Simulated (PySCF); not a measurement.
# C2H9BSn: the cost of one run

Programs: PySCF 2.14.0, with routines of our own; each step states its level. All values are computed. Atoms count from 0.

## 1. The starting structure

13 atoms, charge 0, multiplicity 1; geometry from: GFN2-xTB.

## 2. Relaxing the molecule at PBE0-D3(BJ)/def2-SVP

The job: settings as JSON, then the geometry in Å.

```
{"job": {"xc": "PBE0", "basis": "def2-SVP", "d3": "d3bj", "grid": 1, "maxiter": 30, "shake": 0.01, "kind": "geom"}, "charge": 0, "multiplicity": 1}
C     -0.697670     1.547220    -0.137850
B     -0.310730     0.069030    -0.018430
C     -1.367340    -1.089420     0.037480
Sn     1.880930    -0.424770     0.076220
H     -0.342580     2.136520     0.697120
H     -1.794910     1.745450    -0.206740
H     -0.246070     2.029560    -1.016610
H     -1.197070    -1.677430     0.944370
H     -2.387230    -0.758110     0.032890
H     -1.193210    -1.786820    -0.767820
H      2.910030     0.838780    -0.034130
H      2.417140    -1.474160    -1.078450
H      2.334540    -1.172740     1.461610
```

Launch:

```bash
> OMP_NUM_THREADS=1 python heavy_run.py task.json out
```

One launch serves the whole session: the jobs run in the order shown.

**Question.** How long does this first job take on 1 thread of Arm Neoverse V1, shared host, and how much memory does it need?

About 28 s, with a peak of 0.47 GiB.
